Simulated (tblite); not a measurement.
# C4H11GeNSi2: the cost of one run

Programs: tblite 0.8.0 and PySCF 2.14.0, with density-fitted response routines of our own. Each step states its level of theory. These are calculated values for one molecule in the gas phase, unless marked as measured. Atoms count from 0, in the outputs and in this text.

## 1. The molecule as given

19 atoms, charge 0, multiplicity 1; geometry from: force field or distance geometry start.

Bonds of the start (Å): C0–Ge1 1.96, Ge1–Si2 2.30, Si2–C3 1.86, C3–Si4 1.87, Si4–C5 1.87, C5–C6 1.46, C6–N7 1.16, C5–Si2 1.88, C0–H8 1.11, C0–H9 1.10, C0–H10 1.11, Ge1–H11 1.55, Ge1–H12 1.53, Si2–H13 1.48, C3–H14 1.12, C3–H15 1.13, Si4–H16 1.47, Si4–H17 1.47, C5–H18 1.10.

## 2. Geometry optimisation with GFN2-xTB

What the job is given:

```
{"job": {"kind": "relax", "xc": "GFN2-xTB", "basis": "xTB"}, "charge": 0, "multiplicity": 1}
C      2.084300    -1.092000     0.767100
Ge     2.002700     0.571900    -0.258200
Si    -0.177300     1.296100    -0.389300
C     -1.134900     0.896600     1.154600
Si    -2.249400    -0.346900     0.318800
C     -1.340400     0.100200    -1.258200
C     -0.629600    -1.050600    -1.820400
N     -0.068500    -1.961200    -2.258100
H      1.424800    -1.848800     0.292500
H      3.114700    -1.466300     0.794900
H      1.725600    -0.903000     1.802700
H      2.858700     1.638000     0.472700
H      2.557000     0.326800    -1.665100
H     -0.358000     2.689700    -0.837500
H     -1.704200     1.772000     1.545700
H     -0.497600     0.412000     1.945000
H     -1.977100    -1.719000     0.755100
H     -3.651200     0.091600     0.284300
H     -1.989400     0.602300    -1.994700
```

Command:

```
$ OMP_NUM_THREADS=1 python probes_run.py task.json out
```

The driver reads the jobs from task.json and runs them one after another.

Q: Estimate the wall time and peak memory of this first job on 1 thread of Intel Xeon at 2.50GHz, shared host.

About 2.8 s, with a peak of 0.18 GiB.
